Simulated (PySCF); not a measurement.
**LiSn+: bond curves at several levels of theory**

An exercise on one series of results from a longer session: the logs are not shown, and one member is left open.

Program: PySCF 2.14.0. Level of theory: Li def2-SVPD, Sn def2-SVPD with ECP28, scalar-relativistic core potentials. These are calculated values, not measurements.

Set-up of the first run:

The job is set up so:

```json
{
  "atoms": "Li, Sn",
  "charge": "1",
  "basis": "Li def2-SVPD, Sn def2-SVPD with ECP28",
  "Hamiltonian": "scalar-relativistic core potentials",
  "basis functions": "44",
  "electrons treated": "24",
  "masses in u": "7.0160, 119.9022",
  "levels": "PBE0, PBE, r²SCAN, M06, r²SCANh, LDA, HF, MP2, SCS-MP2, CCSD, CCSD(T)",
  "grid": "80 radial by 434 angular points",
  "occupations": "held fixed by the projection of orbital angular momentum",
  "dissociation limit": "Li+ + Sn, each in its ground configuration",
  "starting distance in angstrom": "2.735",
  "values of 2S to try": "0, 2"
}
```

The run is started by

```bash
$ OMP_NUM_THREADS=1 python dia.py task.json out
```

Among the steps run: Input; PBE0 along the bond; Excited determinants; PBE (GGA); r²SCAN; M06; r²SCANh (hybrid meta-GGA); LDA; UHF (mean field); MP2 and coupled cluster.

One of the session's tables, all rows but one given; the rest of the session is left out.

It belongs to the step «The curves together». Energy (eV) from each level's lowest point:

```
R (Å)    UHF  UHF-MP2  UHF-SCS-MP2  UHF-CCSD  UHF-CCSD(T)
2.602  0.191    0.188        0.191       n/a          n/a
2.723  0.093    0.091        0.093     0.094        0.094
2.844  0.035    0.034        0.036     0.036        0.036
2.934  0.012    0.011        0.012     0.013        0.013
3.025      ?        ?            ?         ?            ?
3.116  0.000    0.000        0.000     0.000        0.000
3.237  0.010    0.010        0.010     0.010        0.010
3.388  0.036    0.036        0.036     0.035        0.035
3.570  0.079    0.080        0.079     0.078        0.078
3.812  0.150    0.151        0.150       n/a          n/a
```

Q: Estimate the row for R (Å) = 3.025 from the others.

Worked estimate for «UHF». A straight line through the neighbours (2.934, 0.012) and (3.116, 0.000) gives 0.012 + (0.000 − 0.012) × (3.025 − 2.934) / (3.116 − 2.934) = 0.006; a parabola fitted to 4 rows on both sides gives 0.001.

As computed: UHF: 0.001; UHF-MP2: 0.001; UHF-SCS-MP2: 0.001; UHF-CCSD: 0.001; UHF-CCSD(T): 0.001. In «UHF» the line misses by +0.005 and the parabola by 0.000.

To keep in mind: At some levels the lowest empty orbital lies below the highest filled one (the two can be of opposite spin).
